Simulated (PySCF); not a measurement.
# [Hf(NH3)6]4+: other functionals and bases at one geometry

One table from this session's results is given with a row withheld; the runs are named, their logs left out.

Method: several levels, as the steps say, no spin–orbit coupling; program: PySCF 2.14.0.

3 further runs of the same task are left out: 2 for a known fault of the program, 1 that didn't finish.

## The system as given

25 atoms, charge 4, spin multiplicity 1.

Bond lengths: Hf1–N2 2.336 Å, Hf1–N6 2.336 Å, Hf1–N10 2.336 Å, Hf1–N14 2.336 Å, Hf1–N18 2.336 Å, Hf1–N22 2.336 Å, N2–H3 1.045 Å, N2–H4 1.047 Å, N2–H5 1.047 Å, N6–H7 1.045 Å, N6–H8 1.047 Å, N6–H9 1.047 Å, N10–H11 1.045 Å, N10–H12 1.047 Å, N10–H13 1.047 Å, N14–H15 1.047 Å, N14–H16 1.045 Å, N14–H17 1.047 Å and more. Angles: N2–Hf1–N6 84.9°, N2–Hf1–N10 84.9°, N2–Hf1–N14 77.5°, N2–Hf1–N18 134.1°, N2–Hf1–N22 134.1°, N6–Hf1–N10 84.9°, N6–Hf1–N14 134.1°, N6–Hf1–N18 77.5°, N6–Hf1–N22 134.1°, N10–Hf1–N14 134.1°, N10–Hf1–N18 134.1°, N10–Hf1–N22 77.5°, N14–Hf1–N18 84.9°, N14–Hf1–N22 84.9°, N18–Hf1–N22 84.9°, Hf1–N2–H3 116.4°, Hf1–N2–H4 116.1°, Hf1–N2–H5 116.0° and more.

Geometry (Å):

```
atom    x (Å)    y (Å)    z (Å)
 Hf1   0.0000   0.0000   0.0000
  N2   1.8191   0.0834   1.4628
  H3   1.5948   0.0724   2.4832
  H4   2.5077  -0.7009   1.3856
  H5   2.4312   0.9290   1.3868
  N6  -0.9818   1.5337   1.4628
  H7  -0.8601   1.3450   2.4832
  H8  -0.6468   2.5222   1.3856
  H9  -2.0202   1.6410   1.3868
 N10  -0.8373  -1.6171   1.4628
 H11  -0.7347  -1.4174   2.4832
 H12  -1.8609  -1.8213   1.3856
 H13  -0.4110  -2.5700   1.3868
 N14   1.8191   0.0834  -1.4628
 H15   2.5077  -0.7009  -1.3856
 H16   1.5948   0.0724  -2.4832
 H17   2.4312   0.9290  -1.3868
 N18  -0.9818   1.5337  -1.4628
 H19  -0.6468   2.5222  -1.3856
 H20  -0.8601   1.3450  -2.4832
 H21  -2.0202   1.6410  -1.3868
 N22  -0.8373  -1.6171  -1.4628
 H23  -1.8609  -1.8213  -1.3856
 H24  -0.7347  -1.4174  -2.4832
 H25  -0.4110  -2.5700  -1.3868
```

Formal oxidation states: Hf +4. An earlier session relaxed this geometry at PBE, Hf def2-SVP with ECP60, N def2-SVP, H def2-SVP (singlet, point group D3h).

At PBE on the finer grid: E = -385.211667 Eh, HOMO -25.66 eV, LUMO -20.37 eV, Mulliken charge on Hf1 +1.25 e, largest force component 0.004 eV/Å. 

Levels to run: HF; r2SCAN; BP86; revPBE. Hardware: 4 threads of Intel Xeon Platinum 8259CL at 2.50GHz (Skylake/Cascade Lake), shared host.

Set-up of the first run:

Input file run.py (the lines that set the calculation):

```python
mol = gto.M(atom='''
Hf     0.00000     0.00000     0.00000
N      1.81913     0.08343     1.46279
H      1.59483     0.07241     2.48323
H      2.50774    -0.70095     1.38556
H      2.43121     0.92904     1.38676
N     -0.98182     1.53370     1.46279
H     -0.86012     1.34496     2.48323
H     -0.64683     2.52224     1.38556
H     -2.02018     1.64097     1.38676
N     -0.83732    -1.61713     1.46279
H     -0.73471    -1.41737     2.48323
H     -1.86091    -1.82129     1.38556
H     -0.41103    -2.57001     1.38676
N      1.81913     0.08343    -1.46279
H      2.50774    -0.70095    -1.38556
H      1.59483     0.07241    -2.48323
H      2.43121     0.92904    -1.38676
N     -0.98182     1.53370    -1.46279
H     -0.64683     2.52224    -1.38556
H     -0.86012     1.34496    -2.48323
H     -2.02018     1.64097    -1.38676
N     -0.83732    -1.61713    -1.46279
H     -1.86091    -1.82129    -1.38556
H     -0.73471    -1.41737    -2.48323
H     -0.41103    -2.57001    -1.38676''',
    basis={'Hf': 'def2-SVP', 'N': 'def2-SVP', 'H': 'def2-SVP'},
    ecp={'Hf': 'def2-SVP'},
    charge=4, spin=0)
mf = scf.RHF(mol)
mf = mf.density_fit()  # fitting sets: Hf def2-universal-JKFIT, N def2-universal-JKFIT, H def2-universal-JKFIT
mf.conv_tol = 1e-08; mf.max_cycle = 55
mf.kernel(dm0)  # dm0: the density of the relaxed state
```

Run with:

```bash
$ OMP_NUM_THREADS=4 python run.py
```

Steps of the session up to this table: HF; r2SCAN; BP86; revPBE.

One of the session's tables, all rows but one given; the rest of the session is left out.

| level | HOMO (eV) | gap (eV) | charge on Hf1 (e) | largest force component (eV/Å) |
| --- | --- | --- | --- | --- |
| PBE (relaxed here) | -25.66 | 5.29 | 1.25 | 0.00 |
| HF | -31.14 | 15.68 | 2.03 | 0.97 |
| r2SCAN | -26.05 | 5.91 | 1.45 | 0.30 |
| BP86 | ? | ? | ? | ? |
| revPBE | -25.64 | 5.35 | 1.31 | 0.12 |

**Question.** Estimate the row for BP86.

The run gave: HOMO (eV): -25.75; gap (eV): 5.27; charge on Hf1 (e): 1.26; largest force component (eV/Å): 0.04. In the column «HOMO (eV)» it lies between r2SCAN (-26.05) and PBE (relaxed here) (-25.66).

In one basis the HOMO–LUMO gap runs from 5.27 eV (BP86) to 15.68 eV (HF). The largest leftover force, 0.97 eV/Å with HF, stands at a geometry relaxed at another level. Total energies of different levels can't be compared.
